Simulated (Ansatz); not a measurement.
# Pt: the cost of one run

Method: DFT PBEsol, scalar-relativistic, plane waves, PAW, in Ansatz 0.2.0.

The COD entry's cell or inner coordinates are ideal or old and differ from later refinements, so a difference from it is no clean test against experiment.

### 1 The system as given

The structure is cubic, space group Fm-3m (No. 225). Conventional cell: a = 3.916 Å, b = 3.916 Å, c = 3.916 Å, α = 90.00°, β = 90.00°, γ = 90.00°. Pt (site symmetry m-3m) is surrounded by 12 Pt at 2.77 Å.

As a file:

```
Pt
1.0
     0.00000    1.95790    1.95790
     1.95790    0.00000    1.95790
     1.95790    1.95790    0.00000
Pt
1
Direct
  0.00000 0.00000 0.00000
```

This is candidate A: structure reported for this formula (Fm-3m, No. 225).

(A quick probe on a coarse mesh, which set the mesh and smearing, is not shown.)

### 3 Relaxing cell and atoms (candidate A)

Contents of input.yaml:

```yaml
crystal:
  lattice:
    - [0.0, 1.9579, 1.9579]
    - [1.9579, 0.0, 1.9579]
    - [1.9579, 1.9579, 0.0]
  atoms:
    - { symbol: Pt, position: [0.0, 0.0, 0.0] }
basis:
  ecutwfc: 420
kpoints:
  mp_grid: { grid: [24, 24, 24] }
hamiltonian:
  xc: pbesol
scf:
  occupations: { method: gaussian, width: 0.1 }
output:
  forces: true
  stress: true
  eigenvalues: true
relax:
  adjacent_minimum: "off"
  f_tol: 0.01
  max_steps: 80
  cell: { stress_tol: 0.05 }
```

What time and memory should one allow on 1 thread of an x86-64 CPU, shared host?

About 9.4 s, with a peak of 0.51 GiB.
